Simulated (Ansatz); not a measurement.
What does this script print? It uses Ansatz 0.2.0 through its Python package.

The script, `dimer_fhsi.py`:
```python
'''Binding of a FHSi dimer at a trial geometry.'''

import ansatz as az

FIRST = [
    ('F', (-1.1089, 0.0975, -0.6046)),
    ('Si', (0.1765, 0.5616, 0.1605)),
    ('H', (0.9325, -0.6591, 0.4441)),
]
SECOND = [
    ('F', (4.3887, -0.0959, -0.9019)),
    ('Si', (4.2174, -0.5457, 0.5885)),
    ('H', (3.4775, 0.5322, 1.2463)),
]

def energy(atoms, ghosts=()):
    molecule = az.Crystal.molecule()
    for symbol, xyz in atoms:
        molecule = molecule.atom(symbol, xyz)
    calc = (
        molecule.calculation()
        .basis(gaussian='def2-SVPD')
        .functional('r2scan')
    )
    deck = calc.input()
    if ghosts:
        deck = deck.set(az.key.basis.gaussian.ghost_atoms, [{'symbol': s, 'position_ang': list(xyz)} for s, xyz in ghosts])
    return az.Session.from_dict(deck).plan().execute().report['free_energy_ev']


def main() -> None:
    # ghost atoms carry the functions of the partner
    both = energy(FIRST + SECOND)
    alone = energy(FIRST) + energy(SECOND)
    ghosted = energy(FIRST, SECOND) + energy(SECOND, FIRST)
    print(f'dimer {both:.6f} eV')
    print(f'interaction, uncorrected   {96.485332 * (both - alone):8.3f} kJ/mol')
    print(f'interaction, counterpoise  {96.485332 * (both - ghosted):8.3f} kJ/mol')
    print(f'basis-set superposition    {96.485332 * (alone - ghosted):8.3f} kJ/mol')


if __name__ == '__main__':
    main()
```

```console
$ python dimer_fhsi.py
dimer -21207.484435 eV
interaction, uncorrected     -6.666 kJ/mol
interaction, counterpoise    -4.859 kJ/mol
basis-set superposition       1.807 kJ/mol
```

Uncorrected it is -6.666 kJ/mol, with the counterpoise correction -4.859 kJ/mol; the difference, 1.807 kJ/mol, is the superposition error.

Notes:
- These settings explore the input space; basis and method may be short of convergence.
- The dimer is a generated trial pose of unrelaxed monomers, not a minimum, so the figure is no binding energy, and the basis set is small.
- This level lacks the dispersion part of the attraction (electrostatics and induction are there), which can decide the sign where the interaction is weak.
- The whole script took 15 s on 1 thread of Arm Neoverse V2 (shared host), peak memory 0.2 GiB.
